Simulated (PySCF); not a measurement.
**A gas-phase reaction: GeH4 + CH2O → CH6GeO**

Wanted: the reaction energy for `[GeH4]` + `C=O` → `C[O][GeH3]`.

Computed with PySCF 2.14.0; each step states its level. No surroundings beyond the atoms listed, unless a continuum is named. Atoms count from 0, parts from 1.

## (1) The system as given

Each species was relaxed by itself at PBE0-D3(BJ)/def2-SVPD.

## (2) Reaction energy: wB97M-D3(BJ)/def2-TZVPD

Job settings and geometry (Å):

```
{"job": {"kind": "react", "xc": "wB97M-D3(BJ)", "basis": "def2-TZVPD"}, "charge": 0, "multiplicity": 1}
-1 GeH4 charge 0 multiplicity 1
Ge    -0.053510    -0.020530    -0.024490
H      0.670230    -0.727110     1.130640
H     -0.995880     1.051410     0.541410
H     -0.868140    -1.048240    -0.822960
H      0.979770     0.641810    -0.946990

-1 CH2O charge 0 multiplicity 1
C     -0.002580     0.002880     0.000160
O      1.179530    -0.194420     0.014270
H     -0.742160    -0.833100    -0.010240
H     -0.428960     1.034450    -0.003650

+1 CH6GeO charge 0 multiplicity 1
C     -0.682240    -0.241240     1.175440
O     -0.851420     0.111820    -0.170910
Ge     0.594650     0.258740    -1.215210
H     -0.200880    -1.230290     1.291340
H     -1.674470    -0.290350     1.647030
H     -0.077890     0.500940     1.729640
H      1.513800     1.351050    -0.633080
H      0.046980     0.634810    -2.594080
H      1.331300    -1.095630    -1.227530
```

Method: wB97M-D3(BJ)/def2-TZVPD reaction energy of separated species, gas phase.

Started as:

```bash
$ OMP_NUM_THREADS=1 python cluster_run.py task.json out
```

One launch serves the whole session: the jobs run in the order shown.

Log:

```text
species 1 (GeH4)
coarse grid: 17304 points
cycle   1  E = -2079.3778218162  dE = -8.510e-01  |g| = 5.595e-01  |ddm| = 1.776e+00
cycle   2  E = -2079.3805350352  dE = -2.713e-03  |g| = 5.696e-01  |ddm| = 5.996e-01
cycle   3  E = -2079.4012789835  dE = -2.074e-02  |g| = 9.829e-03  |ddm| = 2.784e-01
cycle   4  E = -2079.4013410381  dE = -6.205e-05  |g| = 3.861e-03  |ddm| = 1.992e-02
cycle   5  E = -2079.4013450088  dE = -3.971e-06  |g| = 5.220e-04  |ddm| = 7.105e-03
final grid: 34528 points
cycle   6  E = -2079.4012827327  dE = -9.329e-08  |g| = 3.841e-04  |ddm| = 9.024e-04
cycle   7  E = -2079.4012827417  dE = -8.959e-09  |g| = 3.977e-04  |ddm| = 4.843e-04
cycle   8  E = -2079.4012827520  dE = -1.039e-08  |g| = 2.184e-05  |ddm| = 1.837e-04
cycle   9  E = -2079.4012827526  dE = -5.566e-10  |g| = 3.501e-06  |ddm| = 4.484e-05
converged SCF energy = -2079.4012827526

species 2 (CH2O)
coarse grid: 15304 points
cycle   1  E = -114.4518072311  dE =  2.070e-01  |g| = 7.655e-01  |ddm| = 1.397e+00
cycle   2  E = -114.3212996727  dE =  1.305e-01  |g| = 1.203e+00  |ddm| = 9.182e-01
cycle   3  E = -114.5746145493  dE = -2.533e-01  |g| = 4.171e-02  |ddm| = 5.085e-01
cycle   4  E = -114.5750020780  dE = -3.875e-04  |g| = 1.576e-02  |ddm| = 3.291e-02
cycle   5  E = -114.5750651863  dE = -6.311e-05  |g| = 5.175e-03  |ddm| = 1.227e-02
cycle   6  E = -114.5750746563  dE = -9.470e-06  |g| = 1.259e-03  |ddm| = 5.570e-03
final grid: 33160 points
cycle   7  E = -114.5750706297  dE = -6.442e-07  |g| = 9.410e-04  |ddm| = 2.494e-03
cycle   8  E = -114.5750706475  dE = -1.787e-08  |g| = 1.225e-03  |ddm| = 9.050e-04
cycle   9  E = -114.5750708828  dE = -2.353e-07  |g| = 1.183e-04  |ddm| = 5.377e-04
cycle  10  E = -114.5750708934  dE = -1.055e-08  |g| = 8.923e-05  |ddm| = 2.056e-04
cycle  11  E = -114.5750708961  dE = -2.706e-09  |g| = 2.251e-06  |ddm| = 1.200e-04
cycle  12  E = -114.5750708961  dE = -7.674e-13  |g| = 3.829e-07  |ddm| = 5.589e-06
converged SCF energy = -114.5750708961

species 3 (CH6GeO)
coarse grid: 32608 points
cycle   1  E = -2193.9103984127  dE = -4.956e-01  |g| = 8.825e-01  |ddm| = 2.354e+00
cycle   2  E = -2193.8574675075  dE =  5.293e-02  |g| = 1.090e+00  |ddm| = 1.170e+00
cycle   3  E = -2194.0184963460  dE = -1.610e-01  |g| = 7.414e-02  |ddm| = 5.839e-01
cycle   4  E = -2194.0191947107  dE = -6.984e-04  |g| = 3.926e-02  |ddm| = 7.229e-02
cycle   5  E = -2194.0193897767  dE = -1.951e-04  |g| = 4.029e-03  |ddm| = 2.635e-02
cycle   6  E = -2194.0193942858  dE = -4.509e-06  |g| = 1.200e-03  |ddm| = 6.786e-03
final grid: 67688 points
cycle   7  E = -2194.0193130749  dE = -3.065e-07  |g| = 8.105e-04  |ddm| = 4.340e-03
cycle   8  E = -2194.0193131420  dE = -6.710e-08  |g| = 6.441e-04  |ddm| = 1.074e-03
cycle   9  E = -2194.0193132213  dE = -7.935e-08  |g| = 5.270e-05  |ddm| = 4.122e-04
cycle  10  E = -2194.0193132221  dE = -7.381e-10  |g| = 3.018e-05  |ddm| = 9.235e-05
converged SCF energy = -2194.0193132221

Reaction energy = -28.571 kcal/mol
```

Run time: 15 s. Hardware: 1 thread of Arm Neoverse V2, shared host; peak memory 0.65 GiB.

Species by species (with the dispersion term, which the log's SCF energies lack):

```csv
ν,species,energy (Eh),HOMO (eV)
-1,[GeH4],-2079.40385,-11.98
-1,C=O,-114.57707,-10.37
+1,C[O][GeH3],-2194.02646,-10.22
```

## (3) Energies of the species: PBE0-D3(BJ)/def2-TZVPD

Settings changed since step 2:

```diff
@@ -1,2 +1,2 @@
-{"job": {"kind": "react", "xc": "wB97M-D3(BJ)", "basis": "def2-TZVPD"}, "charge": 0, "multiplicity": 1}
+{"job": {"kind": "react", "xc": "PBE0", "basis": "def2-TZVPD", "disp": "d3bj"}, "charge": 0, "multiplicity": 1}
 -1 GeH4 charge 0 multiplicity 1
```

Method: PBE0-D3(BJ)/def2-TZVPD reaction energy of separated species, gas phase.

Log:

```text
species 1 (GeH4)
coarse grid: 17304 points
cycle   1  E = -2079.0959023632  dE = -7.911e-01  |g| = 5.999e-01  |ddm| = 1.756e+00
cycle   2  E = -2079.0884646636  dE =  7.438e-03  |g| = 6.795e-01  |ddm| = 6.426e-01
cycle   3  E = -2079.1188631339  dE = -3.040e-02  |g| = 1.023e-02  |ddm| = 3.531e-01
cycle   4  E = -2079.1188833931  dE = -2.026e-05  |g| = 4.743e-03  |ddm| = 1.539e-02
cycle   5  E = -2079.1188887754  dE = -5.382e-06  |g| = 1.616e-04  |ddm| = 4.897e-03
final grid: 34528 points
cycle   6  E = -2079.1188842451  dE = -6.222e-09  |g| = 1.092e-04  |ddm| = 5.673e-04
cycle   7  E = -2079.1188842451  dE =  8.276e-11  |g| = 1.475e-04  |ddm| = 1.602e-04
cycle   8  E = -2079.1188842470  dE = -1.945e-09  |g| = 9.005e-06  |ddm| = 7.869e-05
cycle   9  E = -2079.1188842470  dE = -3.320e-11  |g| = 3.816e-07  |ddm| = 1.230e-05
converged SCF energy = -2079.1188842470

species 2 (CH2O)
coarse grid: 3416 points
cycle   1  E = -114.3196676740  dE =  2.100e-01  |g| = 7.144e-01  |ddm| = 1.358e+00
cycle   2  E = -113.9100632721  dE =  4.096e-01  |g| = 1.609e+00  |ddm| = 1.032e+00
cycle   3  E = -114.4210733904  dE = -5.110e-01  |g| = 3.342e-02  |ddm| = 7.042e-01
cycle   4  E = -114.4212426782  dE = -1.693e-04  |g| = 2.300e-02  |ddm| = 4.127e-02
cycle   5  E = -114.4213544387  dE = -1.118e-04  |g| = 5.734e-03  |ddm| = 1.316e-02
cycle   6  E = -114.4213608345  dE = -6.396e-06  |g| = 1.321e-03  |ddm| = 3.209e-03
final grid: 33160 points
cycle   7  E = -114.4194266625  dE =  1.478e-06  |g| = 1.060e-02  |ddm| = 4.240e-02
cycle   8  E = -114.4193602801  dE =  6.638e-05  |g| = 2.182e-02  |ddm| = 1.277e-02
cycle   9  E = -114.4194464556  dE = -8.618e-05  |g| = 6.753e-04  |ddm| = 9.021e-03
cycle  10  E = -114.4194465524  dE = -9.679e-08  |g| = 1.135e-04  |ddm| = 4.036e-04
cycle  11  E = -114.4194465553  dE = -2.893e-09  |g| = 1.443e-05  |ddm| = 9.085e-05
cycle  12  E = -114.4194465553  dE = -4.661e-11  |g| = 1.188e-06  |ddm| = 1.317e-05
converged SCF energy = -114.4194465553

species 3 (CH6GeO)
coarse grid: 32608 points
cycle   1  E = -2193.4734276533  dE = -4.862e-01  |g| = 9.258e-01  |ddm| = 2.366e+00
cycle   2  E = -2193.1751920926  dE =  2.982e-01  |g| = 1.578e+00  |ddm| = 1.400e+00
cycle   3  E = -2193.5793241497  dE = -4.041e-01  |g| = 2.178e-01  |ddm| = 9.140e-01
cycle   4  E = -2193.5862909804  dE = -6.967e-03  |g| = 4.741e-02  |ddm| = 1.508e-01
cycle   5  E = -2193.5865100754  dE = -2.191e-04  |g| = 7.128e-03  |ddm| = 3.373e-02
cycle   6  E = -2193.5865196779  dE = -9.603e-06  |g| = 2.192e-03  |ddm| = 7.518e-03
final grid: 67688 points
cycle   7  E = -2193.5865325214  dE =  3.893e-07  |g| = 2.702e-03  |ddm| = 6.023e-03
cycle   8  E = -2193.5865314531  dE =  1.068e-06  |g| = 3.649e-03  |ddm| = 3.180e-03
cycle   9  E = -2193.5865339803  dE = -2.527e-06  |g| = 4.985e-04  |ddm| = 1.811e-03
cycle  10  E = -2193.5865340287  dE = -4.841e-08  |g| = 2.758e-05  |ddm| = 2.967e-04
cycle  11  E = -2193.5865340288  dE = -7.731e-11  |g| = 4.964e-06  |ddm| = 2.119e-05
converged SCF energy = -2193.5865340288

Reaction energy = -31.453 kcal/mol
```

Run time: 8.3 s. Hardware: 1 thread of Arm Neoverse V2, shared host; peak memory 0.59 GiB.

Reaction energy at this level: -31.45 kcal/mol.

## (4) Reaction energy: MP2/def2-TZVPD

Settings changed since step 3:

```diff
@@ -1,2 +1,2 @@
-{"job": {"kind": "react", "xc": "PBE0", "basis": "def2-TZVPD", "disp": "d3bj"}, "charge": 0, "multiplicity": 1}
+{"job": {"kind": "react", "xc": "MP2", "basis": "def2-TZVPD"}, "charge": 0, "multiplicity": 1}
 -1 GeH4 charge 0 multiplicity 1
```

Level: MP2/def2-TZVPD reaction energy of separated species, gas phase.

Log:

```text
species 1 (GeH4)
final grid: 34528 points
cycle   1  E = -2077.6580043088  dE = -9.282e-01  |g| = 3.264e-01  |ddm| = 1.760e+00
cycle   2  E = -2077.6747256379  dE = -1.672e-02  |g| = 2.265e-01  |ddm| = 2.927e-01
cycle   3  E = -2077.6784912068  dE = -3.766e-03  |g| = 2.575e-02  |ddm| = 1.360e-01
cycle   4  E = -2077.6788826886  dE = -3.915e-04  |g| = 4.611e-03  |ddm| = 5.008e-02
cycle   5  E = -2077.6788909125  dE = -8.224e-06  |g| = 7.067e-04  |ddm| = 1.114e-02
cycle   6  E = -2077.6788912030  dE = -2.905e-07  |g| = 8.615e-05  |ddm| = 2.559e-03
cycle   7  E = -2077.6788912097  dE = -6.662e-09  |g| = 7.866e-06  |ddm| = 2.699e-04
cycle   8  E = -2077.6788912097  dE = -3.593e-11  |g| = 6.622e-07  |ddm| = 4.074e-05
converged SCF energy = -2077.6788912097

species 2 (CH2O)
final grid: 33160 points
cycle   1  E = -113.8140428529  dE =  1.891e-01  |g| = 6.697e-01  |ddm| = 1.303e+00
cycle   2  E = -113.8580494414  dE = -4.401e-02  |g| = 5.821e-01  |ddm| = 6.101e-01
cycle   3  E = -113.9157736537  dE = -5.772e-02  |g| = 4.626e-02  |ddm| = 2.513e-01
cycle   4  E = -113.9166986259  dE = -9.250e-04  |g| = 1.928e-02  |ddm| = 5.023e-02
cycle   5  E = -113.9168979158  dE = -1.993e-04  |g| = 7.886e-03  |ddm| = 2.078e-02
cycle   6  E = -113.9169527280  dE = -5.481e-05  |g| = 2.674e-03  |ddm| = 1.386e-02
cycle   7  E = -113.9169566263  dE = -3.898e-06  |g| = 4.033e-04  |ddm| = 4.313e-03
cycle   8  E = -113.9169567057  dE = -7.934e-08  |g| = 5.598e-05  |ddm| = 7.348e-04
cycle   9  E = -113.9169567078  dE = -2.127e-09  |g| = 1.099e-05  |ddm| = 2.017e-04
cycle  10  E = -113.9169567079  dE = -7.199e-11  |g| = 1.772e-06  |ddm| = 3.595e-05
converged SCF energy = -113.9169567079

species 3 (CH6GeO)
final grid: 67688 points
cycle   1  E = -2191.5542940846  dE = -5.661e-01  |g| = 6.403e-01  |ddm| = 2.306e+00
cycle   2  E = -2191.6068115606  dE = -5.252e-02  |g| = 4.577e-01  |ddm| = 6.630e-01
cycle   3  E = -2191.6358832224  dE = -2.907e-02  |g| = 4.926e-02  |ddm| = 2.565e-01
cycle   4  E = -2191.6366905290  dE = -8.073e-04  |g| = 1.361e-02  |ddm| = 7.059e-02
cycle   5  E = -2191.6367377678  dE = -4.724e-05  |g| = 3.960e-03  |ddm| = 1.448e-02
cycle   6  E = -2191.6367412334  dE = -3.466e-06  |g| = 8.666e-04  |ddm| = 5.179e-03
cycle   7  E = -2191.6367414632  dE = -2.297e-07  |g| = 2.808e-04  |ddm| = 1.912e-03
cycle   8  E = -2191.6367414897  dE = -2.649e-08  |g| = 7.721e-05  |ddm| = 4.901e-04
cycle   9  E = -2191.6367414928  dE = -3.144e-09  |g| = 1.928e-05  |ddm| = 1.399e-04
cycle  10  E = -2191.6367414930  dE = -2.501e-10  |g| = 4.325e-06  |ddm| = 4.646e-05
converged SCF energy = -2191.6367414930

Reaction energy = -32.390 kcal/mol
```

Wall time 3.5 s (1 thread of Arm Neoverse V2, shared host); peak memory 0.47 GiB.

Reaction energy at this level: -32.39 kcal/mol.

## (5) Side by side

Energies in kcal/mol, with wall time:

```csv
run,reaction,time
wB97M-D3(BJ)/def2-TZVPD,-28.57,15 s
PBE0-D3(BJ)/def2-TZVPD,-31.45,8.3 s
MP2/def2-TZVPD,-32.39,3.5 s
```

## (6) What came out

| quantity | value |
| --- | --- |
| reaction energy (wB97M-D3(BJ)/def2-TZVPD) | -28.57 kcal/mol |
| ΔH, ΔG at 298 K (xTB thermal terms) | -24.9, -16.0 kcal/mol |
| range of the reaction energy over the runs of this table | -32.39 to -28.57 kcal/mol |

In words: The reaction is exothermic by 24.9 kcal/mol in the gas phase; dispersion gives -1.61, and xTB itself gave -42.86 for the electronic energy (xTB energies and thermal terms come from the earlier relaxation of each species, not shown). No barrier was sought. xTB and this level differ widely in the electronic energy, so what comes from xTB (the thermal terms above all) is less safe here. The reaction energy runs from -32.39 (MP2/def2-TZVPD) to -28.57 kcal/mol (wB97M-D3(BJ)/def2-TZVPD).
